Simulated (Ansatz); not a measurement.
The system is Mo4C3.

```
CELL_PARAMETERS angstrom
1.54849 0.89402 9.71446
-1.54849 0.89402 9.71446
0.00000 -1.78804 9.71446
ATOMIC_POSITIONS crystal
Mo 0.62460 0.62460 0.62460
Mo 0.37540 0.37540 0.37540
Mo 0.12178 0.12178 0.12178
Mo 0.87822 0.87822 0.87822
C 0.74398 0.74398 0.74398
C 0.50000 0.50000 0.50000
C 0.25602 0.25602 0.25602
```

The cell comes from a database or a generator and needn't be the stable form of this composition.

```yaml
Program: Ansatz 0.2.0
Task: single point
Functional: PBE
Potentials_or_basis: Ansatz PAW
Cutoff: "420 eV (not typed: the program's choice for these potentials)"
k_mesh: 10 × 10 × 10
Occupations: fermi-dirac, width 0.05 eV
Spin: no spin polarisation
```

On this cell: pressure -1.9 GPa; largest force 0.066 eV/Å; band gap on the k mesh none (metal or under the smearing width).

The same run follows on a disturbed copy (atoms moved at random, drawn with an rms of 0.05 Å):

```
Mo C
1.0
     1.54849    0.89402    9.71446
    -1.54849    0.89402    9.71446
     0.00000   -1.78804    9.71446
Mo C
4 3
Direct
  0.61377 0.62343 0.63291
  0.39343 0.36758 0.35825
  0.13534 0.13248 0.09597
  0.88357 0.89028 0.85824
  0.73825 0.75633 0.73644
  0.47941 0.52731 0.49403
  0.25945 0.25100 0.25544
```

Q: What changes?

A: The energy (extrapolated to zero smearing) moves by +13.6 meV/atom; pressure -2.1 GPa; largest force 0.765 eV/Å; band gap on the k mesh none (metal or under the smearing width).

Forces in eV/Å, atoms in the order of the input:
```
Mo   0.302  0.335  0.306
Mo  -0.560 -0.130  0.505
Mo  -0.366 -0.356 -0.053
Mo  -0.082 -0.366 -0.080
C    0.608  0.321 -0.195
C    0.597  0.201 -0.370
C   -0.500 -0.005 -0.114
```

Stress tensor (GPa, compression positive):
```
-3.25 -0.18  0.19
-0.18 -3.00  0.80
 0.19  0.80 -0.08
```
